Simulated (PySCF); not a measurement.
# [Tb(H2S)2]3+: other functionals and bases at one geometry

One table from this session's results is given with a row withheld; the runs are named, their logs left out.

The runs use PySCF 2.14.0; several levels, as the steps say, no spin–orbit coupling.

3 further runs of the same task are left out: 2 for a known fault of the program, 1 that didn't finish. Runs told in other sessions of the task aren't counted.

### The system as given

7 atoms, charge 3, spin multiplicity 1.

Bond lengths: Tb1–S2 2.811 Å, Tb1–S5 2.811 Å, S2–H3 1.385 Å, S2–H4 1.386 Å, S5–H6 1.385 Å, S5–H7 1.386 Å. Angles: S2–Tb1–S5 100.0°, Tb1–S2–H3 108.0°, Tb1–S2–H4 107.5°, H3–S2–H4 96.8°, Tb1–S5–H6 108.0°, Tb1–S5–H7 107.5°, H6–S5–H7 96.8°.

As a file:

```xyz
7
H4S2Tb
Tb   -1.3830    0.0000    0.0000
S     0.4246    0.1480    2.1474
H     0.8842    1.4518    2.2321
H    -0.3178    0.1592    3.3181
S     0.4246   -0.1480   -2.1474
H     0.8842   -1.4518   -2.2321
H    -0.3178   -0.1592   -3.3181
```

Formal oxidation states: Tb +3. Each metal's 8 4f electrons lie in its core potential, so multiplicities, spins and levels count the valence alone. An earlier session relaxed this geometry at PBE, Tb lcecp-1-SVP with ECP54, S def2-SVP, H def2-SVP (singlet, point group C2).

At PBE on the finer grid: E = -833.456863 Eh, HOMO -21.65 eV, LUMO -19.01 eV, Mulliken charge on Tb1 +1.83 e, largest force component 0.013 eV/Å. 

Levels to run: PBE0; M06-L; BP86; wB97X; PBE, TZVP. Hardware: 2 threads of Arm Neoverse V1, shared host.

The first run:

run.py (the lines that set the calculation) reads:

```python
mol = gto.M(atom='''
Tb    -1.38297     0.00000     0.00000
S      0.42460     0.14804     2.14742
H      0.88425     1.45175     2.23210
H     -0.31782     0.15916     3.31812
S      0.42460    -0.14804    -2.14742
H      0.88425    -1.45175    -2.23210
H     -0.31782    -0.15916    -3.31812''',
    basis={'Tb': 'lcecp-1-SVP', 'S': 'def2-SVP', 'H': 'def2-SVP'},
    ecp={'Tb': 'lcecp-1-SVP'},
    charge=3, spin=0)
mf = dft.RKS(mol, xc='PBE0')
mf.grids.atom_grid = (75, 302)  # f atoms: unpruned, at least (60, 302)
mf = mf.density_fit()  # fitting sets: Tb AutoAux, S def2-universal-JKFIT, H def2-universal-JKFIT
mf.conv_tol = 1e-08; mf.max_cycle = 55
mf.kernel(dm0)  # dm0: the density of the relaxed state
```

Launch:

```bash
$ OMP_NUM_THREADS=2 python run.py
```

Steps of the session up to this table: PBE0; M06-L; BP86; wB97X; PBE, TZVP.

One of the session's tables, all rows but one given; the rest of the session is left out.

```
             level  HOMO (eV)  gap (eV)  charge on Tb1 (e)  dipole (D)  largest force component (eV/Å)
PBE (relaxed here)     -21.65      2.65               1.83        0.37                            0.01
              PBE0          ?         ?                  ?           ?                               ?
             M06-L     -21.84      3.28               2.03        0.51                            0.34
              BP86     -21.74      2.70               1.84        0.32                            0.02
             wB97X     -25.04      9.15               1.99        0.92                            0.50
         PBE, TZVP     -21.57      2.70               1.96        0.75                            0.22
```

Estimate the missing values for PBE0.

The run gave: HOMO (eV): -22.78; gap (eV): 4.67; charge on Tb1 (e): 1.93; dipole (D): 0.25; largest force component (eV/Å): 0.30. In the column «HOMO (eV)» it lies between wB97X (-25.04) and M06-L (-21.84).

The dipole of a charged species depends on the origin, so these sizes hold for this origin alone.

In one basis the HOMO–LUMO gap runs from 2.65 eV (PBE) to 9.15 eV (wB97X). The largest leftover force, 0.50 eV/Å with wB97X, stands at a geometry relaxed at another level. With 4f in the core, its levels are missing from HOMO and gap, and its count is fixed, so no charge can pass from the ligands into it. Total energies of different levels can't be compared.
